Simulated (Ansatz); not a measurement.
# CH3AlO2S: basis-set convergence

How large a basis does CH3AlO2S need? Two functionals are run in growing sets.

Program: Ansatz 0.2.0, Gaussian basis. Level of theory: one geometry, several basis sets. These are calculated values, not measurements.

Levels to be run: PBE0-D4/def2-SVP; ωB97M-V/def2-SVP; PBE0-D4/def2-QZVPP; ωB97M-V/def2-QZVPP; the functionals' def2-TZVPP values are taken from earlier runs.

## (1) The relaxed structure

All runs share one geometry, relaxed beforehand with PBE0-D4 in a triple-zeta def2 set.

SMILES `O=[C](S)[AlH][OH]`, 8 atoms, charge 0, spin multiplicity 1.

Atoms are counted from 1 here; the program's logs count them from 0.

Bond lengths: O1–C2 1.203 Å, C2–S3 1.811 Å, C2–Al4 2.013 Å, S3–H6 1.343 Å, Al4–O5 1.688 Å, Al4–H7 1.569 Å, O5–H8 0.955 Å. Angles: O1–C2–S3 119.0°, O1–C2–Al4 120.5°, S3–C2–Al4 120.5°, C2–S3–H6 95.4°, C2–Al4–O5 119.5°, C2–Al4–H7 121.1°, O5–Al4–H7 119.4°, Al4–O5–H8 127.7°.

## (2) PBE0-D4 in def2-SVP

The input, in.yaml:

```yaml
crystal:
  periodic: [false, false, false]
  atoms:
    - {symbol: O, position_ang: [1.300590, -1.341448, 1.495675]}
    - {symbol: C, position_ang: [0.828545, -0.423445, 0.877903]}
    - {symbol: S, position_ang: [1.070362, 1.263644, 1.489339]}
    - {symbol: Al, position_ang: [-0.247367, -0.760153, -0.789404]}
    - {symbol: O, position_ang: [-1.474010, 0.317047, -1.218154]}
    - {symbol: H, position_ang: [0.407137, 1.858101, 0.484087]}
    - {symbol: H, position_ang: [0.023852, -2.016486, -1.689851]}
    - {symbol: H, position_ang: [-1.817009, 1.045639, -0.705395]}
basis:
  gaussian: {orbitals: def2-SVP}
hamiltonian: {xc: pbe0, dispersion: d4}
output: {orbitals: {seedname: orbitals}}
```

On the command line:

```console
> ansatz run in.yaml --threads 2 --pin off --events-out ev --progress --plain --max-ram 4352MiB
```

Further steps of the session: ωB97M-V in def2-SVP; PBE0-D4 in def2-QZVPP; ωB97M-V in def2-QZVPP.

Q: Predict the results of all the runs planned. Wanted: PBE0-D4: double and triple zeta above quadruple; ωB97M-V: double and triple zeta above quadruple.

**Answer**, as computed:

| quantity | value |
| --- | --- |
| PBE0-D4: double and triple zeta above quadruple | 13.29, 0.84 eV |
| ωB97M-V: double and triple zeta above quadruple | 13.37, 0.80 eV |

PBE0-D4 gains 12.45 eV from double to triple zeta, then 0.84 eV more. Total energies overstate the basis error of differences, where much of it tends to cancel.
